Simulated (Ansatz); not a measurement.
Relaxation of a periodic cell of 23 atoms, Si6SnO16 (host SiO2, host structure P4_2/mnm, dopant Sn, one Si atom removed), to a largest force component of 0.03 eV/Å in at most 60 steps.

Theory: Ansatz, DFT PBE, scalar-relativistic, plane waves, PAW. Settings: PAW set soft_1, cutoff 420 eV, k mesh 2x2x3, gaussian smearing 0.05 eV, no spin polarisation.

```xyz
23
Lattice="-4.1738 -4.1738 0.0000 4.1738 -4.1738 0.0000 0.0000 0.0000 5.3326" Properties=species:S:1:pos:R:3
Si 0.000 -4.174 0.000
Sn 2.087 -2.087 -1.333
O 1.280 -2.894 0.000
O 0.807 -0.807 1.333
O -1.280 -5.454 0.000
O 3.367 -3.367 1.333
Si 0.000 -4.174 2.666
O 1.280 -2.894 2.666
O 0.807 -0.807 3.999
O -1.280 -5.454 2.666
O 3.367 -3.367 3.999
Si 0.000 0.000 0.000
Si -2.087 -2.087 1.333
O -2.894 -2.894 0.000
O 0.807 -4.981 1.333
O -1.280 -1.280 0.000
O -0.807 -3.367 1.333
Si 0.000 0.000 2.666
Si -2.087 -2.087 3.999
O -2.894 -2.894 2.666
O 0.807 -4.981 3.999
O -1.280 -1.280 2.666
O -0.807 -3.367 3.999
```

Problem. Where does it end, and by what steps?

Solution. The run converged. Limits of this set-up: coarse k mesh, no spin, though dangling bonds at a vacancy may carry it, a small cell, in which the defect meets its images. After 6 steps the energy has fallen by 4.892 eV; O3 moved furthest, 0.22 Å.

```
step  energy less start (eV)  largest force component (eV/Å)  accepted
   0                  0.0000                           6.361       yes
   1                 -4.1637                           2.143       yes
   2                 -4.8498                           0.493       yes
   3                 -4.8881                           0.182       yes
   4                 -4.8889                           0.181       yes
   5                 -4.8918                           0.030       yes
   6                 -4.8919                           0.003       yes
```

```xyz
23
Lattice="-4.1738 -4.1738 0.0000 4.1738 -4.1738 0.0000 0.0000 0.0000 5.3326" Properties=species:S:1:pos:R:3
Si 0.000 -4.174 0.025
Sn 2.087 -2.087 -1.333
O 1.174 -3.000 0.158
O 0.777 -0.777 1.333
O -1.174 -5.348 0.158
O 3.397 -3.397 1.333
Si 0.000 -4.174 2.641
O 1.174 -3.000 2.508
O 0.740 -0.740 3.999
O -1.174 -5.348 2.508
O 3.434 -3.434 3.999
Si 0.000 0.000 0.023
Si -2.087 -2.087 1.333
O -2.894 -2.894 -0.003
O 0.846 -5.019 1.333
O -1.280 -1.280 -0.003
O -0.846 -3.328 1.333
Si 0.000 0.000 2.644
Si -2.087 -2.087 3.999
O -2.894 -2.894 2.670
O 0.819 -4.993 3.999
O -1.280 -1.280 2.670
O -0.819 -3.355 3.999
```

Whether the end is a true minimum wasn't checked by a vibrational analysis.

Run time: 30 s on 2 threads of Arm Neoverse V1, with other jobs on the host, peak memory 0.54 GiB.
